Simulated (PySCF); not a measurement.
The system is C2SiH4, in a box.

```
C Si H
1.0
    12.00000    0.00000    0.00000
     0.00000   14.00000    0.00000
     0.00000    0.00000   12.00000
C Si H
2 1 4
Direct
  0.41490 0.40588 0.53594
  0.44509 0.48766 0.52679
  0.49078 0.61129 0.51294
  0.38821 0.33359 0.54403
  0.45542 0.64871 0.40284
  0.43982 0.66941 0.60283
  0.61395 0.61547 0.52195
```

Base run:

```yaml
Program: PySCF 2.14.0
Functional: PW91
Dispersion: D3(BJ)
Potentials_or_basis: pob-tzvp-rev2 (all-electron)
k_mesh: 1 × 1 × 1
Occupations: fixed
Spin: no spin polarisation
```

Its results: gap between the frontier levels 6.23 eV.

Question: The run is repeated on the same cell with these changes: functional from PW91 to revTPSS. What comes out?

Answer: Gap between the frontier levels 6.55 eV.

revTPSS gives the wider gap, since meta-GGAs in the generalised Kohn-Sham scheme recover part of the derivative discontinuity.

Caveats: this is a molecule in a periodic box at the Γ point, so its band gap is the HOMO-LUMO gap; the basis of atomic orbitals isn't converged, which shifts pressures, moduli and gaps; this basis is made for solids and lacks diffuse functions, so gaps of a molecule come out too wide by an eV or more.

A k mesh can miss the band edges.

Not every run made on this cell is shown here.
